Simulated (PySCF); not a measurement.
**SnSe: the SCF solver's settings**

The same problem is solved with other solver options, one edit a run.

Computed with PySCF 2.14.0. Level: method and basis as typed in the scripts.

10 further runs of the same task are left out: 3 for a known fault of the program, 7 that didn't finish.

**1. The starting structure**

SnSe: 2 atoms, charge 0, spin multiplicity 1.

Bond lengths: Sn1–Se2 2.342 Å.

**2. Base script**

input.py reads:

```python
from pyscf import gto, scf

mol = gto.M(
    atom='Sn 0 0 0; Se 0 0 2.342',
    basis='sto-3g',
    charge=0,
    spin=0,
    symmetry=True,
    verbose=4,
)
mf = scf.RHF(mol)
mf.kernel()
mf.dip_moment()
print('orbital energies (hartree):', mf.mo_energy[..., max(0, mol.nelec[1]-3):mol.nelec[0]+3].round(4))
```

Command:

```console
$ OMP_NUM_THREADS=1 python input.py
```

The log of this run is left out.

In short: E(SCF) = -8336.868701 Eh, 8 cycles, μ = 3.65 D.

No relativity is included for the heavy element. The bond length is a typed value, not an optimised one.

**3. Level shift 0.1 hartree**

Edit 1 changes level shift: none → 0.1 hartree.

input.py reads:

```python
from pyscf import gto, scf

mol = gto.M(
    atom='Sn 0 0 0; Se 0 0 2.342',
    basis='sto-3g',
    charge=0,
    spin=0,
    symmetry=True,
    verbose=4,
)
mf = scf.RHF(mol)
mf.level_shift = 0.1
mf.kernel()
mf.dip_moment()
print('orbital energies (hartree):', mf.mo_energy[..., max(0, mol.nelec[1]-3):mol.nelec[0]+3].round(4))
```

Command:

```console
$ OMP_NUM_THREADS=1 python input.py
```

**4. Second-order solver on**

Edit 2 changes second-order solver: off → on.

input.py: that of step 2 with these lines changed.

```diff
@@ -11,2 +11,3 @@
 mf = scf.RHF(mol)
+mf = mf.newton()
 mf.kernel()
```

**5. Initial guess core**

Edit 3 changes initial guess: minao → core.

input.py: that of step 2 with these lines changed.

```diff
@@ -11,2 +11,3 @@
 mf = scf.RHF(mol)
+mf.init_guess = 'core'
 mf.kernel()
```

What does the calculation give? Wanted: for each run, E(SCF); from base; gap; SCF dipole.

The runs gave:

| run | E(SCF) (hartree) | from base (eV) | cycles | gap (eV) | SCF dipole (D) |
| --- | --- | --- | --- | --- | --- |
| base | -8336.868701 | 0 | 8 | 10.03 | 3.65 |
| level shift 0.1 hartree | -8336.868701 | 0.0000 | 10 | 10.03 | 3.65 |
| second-order solver on | -8336.868701 | 0.0000 | 4 macro | 10.03 | 3.65 |
| initial guess core | -8336.868701 | 0.0000 | 8 | 10.03 | 3.65 |

Distance from each run's final energy (log10 hartree) by cycle:

| run | cycle 1 | cycle 2 | cycle 3 | cycle 5 | cycle 8 | cycle 12 |
| --- | --- | --- | --- | --- | --- | --- |
| base | -1.0 | -1.0 | -3.2 | -5.2 | -10.4 | done |
| level shift 0.1 hartree | -1.0 | -1.6 | -3.3 | -5.0 | -8.7 | done |
| second-order solver on | -2.1 | -4.3 | < -11 | done | done | done |
| initial guess core | -1.0 | -1.0 | -3.2 | -5.2 | -10.4 | done |

In words: With level shift 0.1 hartree or second-order solver on or initial guess core the SCF ends at the base energy. PySCF falls back to minao for a guess that it doesn't know or can't read, so that run repeats the base. With level shift 0.1 hartree, initial guess core the path hardly changes: 8 to 10 cycles against 8.
